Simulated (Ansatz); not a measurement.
Predict the output of the script below (the Ansatz DFT code, driven from Python).

The script, `methods_c2h3fote.py`:
```python
"""C2H3FOTe at several levels of theory."""

from pathlib import Path

import ansatz as az
import numpy as np

BASIS_SET = "def2-SVP"


def main() -> None:
    geometry_ang = [
        ("O", (-0.3847, 0.1388, 1.9335)),
        ("C", (0.222, -0.263, 0.7751)),
        ("C", (-0.3574, -0.1512, -0.4458)),
        ("F", (-1.4801, 0.4078, -0.5943)),
        ("Te", (0.7211, -0.8488, -2.1586)),
        ("H", (-1.3544, 0.6207, 1.8843)),
        ("H", (1.235, -0.6992, 0.8831)),
        ("H", (1.4907, 0.7378, -2.3332)),
    ]
    molecule = az.Crystal.molecule()
    for symbol, xyz in geometry_ang:
        molecule = molecule.atom(symbol, xyz)

    calculation = molecule.calculation().basis(gaussian=BASIS_SET)

    print("functional    E (Ha)        dipole (D)   HOMO (eV)  LUMO (eV)")
    for name in ["cam_b3lyp", "b3lyp", "lda", "r2scan0", "pbe", "hse06"]:
        report = calculation.functional(name).forces().orbitals().run(threads=1, runs_dir="runs").report
        lines = Path(report["orbitals_path"]).read_text().splitlines()
        field_of = lambda key: [line.split("=")[1].strip() for line in lines if line.startswith(key)]
        orbitals = [(27.211386 * float(e), s, float(n)) for e, s, n in zip(field_of("Ene="), field_of("Spin="), field_of("Occup="))]
        homo = max(e for e, _, n in orbitals if n > 0.5)
        lumo = min(e for e, _, n in orbitals if n < 0.5)
        dipole = 4.803205 * np.linalg.norm(report["charge_distribution"]["dipole_moment_e_ang"])
        print(f"{name:10s} {report['free_energy_ev'] / 27.211386246:14.6f} {dipole:9.3f} {homo:11.3f} {lumo:10.3f}")


if __name__ == "__main__":
    main()
```

```console
$ python methods_c2h3fote.py
functional    E (Ha)        dipole (D)   HOMO (eV)  LUMO (eV)
cam_b3lyp     -520.730192     0.465      -7.659      0.158
b3lyp         -520.916642     0.566      -6.156     -1.119
lda           -518.566744     0.923      -5.311     -1.832
r2scan0       -520.739279     0.559      -6.630     -0.878
pbe           -520.559008     0.871      -5.151     -1.674
hse06         -520.561165     0.601      -6.038     -1.305
```

Caveats:
- Total energies depend on the basis set; only differences at equal settings carry meaning.
- The geometry is a force-field or estimated start, not a minimum of this method, and the basis set is short of its limit. A lower total doesn't mark the better method: functionals have no common bound, and MP2 and coupled cluster aren't variational.
- def2 sets replace the cores of elements past krypton by effective core potentials.
- b3lyp holds the VWN-RPA fit, as in Gaussian; the form of ORCA and Turbomole is b3lyp5.
- Levels such as HOMO and LUMO are orbital energies: with these approximate functionals they aren't the ionisation energy and electron affinity, and their gap isn't the fundamental gap.
- hse06 follows the composition of plane-wave codes, whose totals differ by tens of mHa, up to about 0.1 Ha, from the form usual in Gaussian-basis programs (wpbeh).
- Timing: 30 s on 1 thread of Arm Neoverse V1 (shared host), peak memory 0.3 GiB.
